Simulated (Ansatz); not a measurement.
Run this with the Python package of Ansatz (0.2.0) and show what comes out.

`gah2i_adiabatic.py`:
```python
# -*- coding: utf-8 -*-
'''Vertical and adiabatic ionisation of GaH2I.'''

import itertools

import ansatz
from ase.data import atomic_numbers, covalent_radii
import numpy as np


def main():
    system = (
        ansatz.Crystal.molecule()
        .atom('Ga', (0.039, -0.0606, -0.3127))
        .atom('I', (1.963, -0.5379, 1.0772))
        .atom('H', (-1.2159, -0.649, 0.4197))
        .atom('H', (-0.7306, 1.1872, -1.2045))
    )

    calculation = system.calculation().basis(gaussian='def2-SVP').functional('B3LYP')
    symbols = [site.symbol for site in system.cartesian_sites]
    start = np.array([site.position_ang for site in system.cartesian_sites], dtype=float)
    report = calculation.relax(force_tolerance=0.01).run(threads=1, backend='cpu').report
    end = np.array(report['positions_ang'])

    minimum = ansatz.Crystal.molecule()
    for symbol, place in zip(symbols, end):
        minimum = minimum.atom(symbol, place.tolist())
    ion = (
        minimum.calculation()
        .basis(gaussian='def2-SVP')
        .functional('B3LYP')
        .charge(1)
        .spin('collinear', total=1)
    )
    vertical = ion.run(threads=1, backend='cpu').report
    settled = ion.relax(force_tolerance=0.01, max_steps=80).run(threads=1, backend='cpu').report
    print(f'vertical ionisation energy   {vertical["free_energy_ev"] - report["free_energy_ev"]:.3f} eV')
    print(f'adiabatic, no zero point     {settled["free_energy_ev"] - report["free_energy_ev"]:.3f} eV')
    print(f'relaxation energy of the ion {vertical["free_energy_ev"] - settled["free_energy_ev"]:.3f} eV')
    ionised = np.array(settled['positions_ang'])
    # pairs closer than 1.2 times the sum of covalent radii, before or after
    radius = [covalent_radii[atomic_numbers[s]] for s in symbols]
    span = lambda where, i, j: np.linalg.norm(where[i] - where[j])
    bonded = [(i, j) for i, j in itertools.combinations(range(len(symbols)), 2) if min(span(end, i, j), span(ionised, i, j)) < 1.2 * (radius[i] + radius[j])]
    print('pair        before    after (A)')
    for i, j in bonded:
        print(f'{symbols[i]}{i}-{symbols[j]}{j}'.ljust(10), f'{span(end, i, j):8.4f} {span(ionised, i, j):8.4f}')


if __name__ == '__main__':
    main()
```

```console
$ python gah2i_adiabatic.py
vertical ionisation energy   9.634 eV
adiabatic, no zero point     9.487 eV
relaxation energy of the ion 0.147 eV
pair        before    after (A)
Ga0-I1       2.5197   2.7284
Ga0-H2       1.5637   1.5444
Ga0-H3       1.5638   1.5444
```

Caveats:
- The energies are electronic: no zero-point or thermal terms, and the basis set is short of its limit. The product may relax into another structure. Each relaxation finds its nearest minimum, which needn't be the lowest.
- def2 sets replace the cores of elements past krypton by effective core potentials.
- b3lyp holds the VWN-RPA fit, as in Gaussian; the form of ORCA and Turbomole is b3lyp5.
- Timing: 65 s on 1 thread of Arm Neoverse V1 (shared host), peak memory 0.29 GiB.
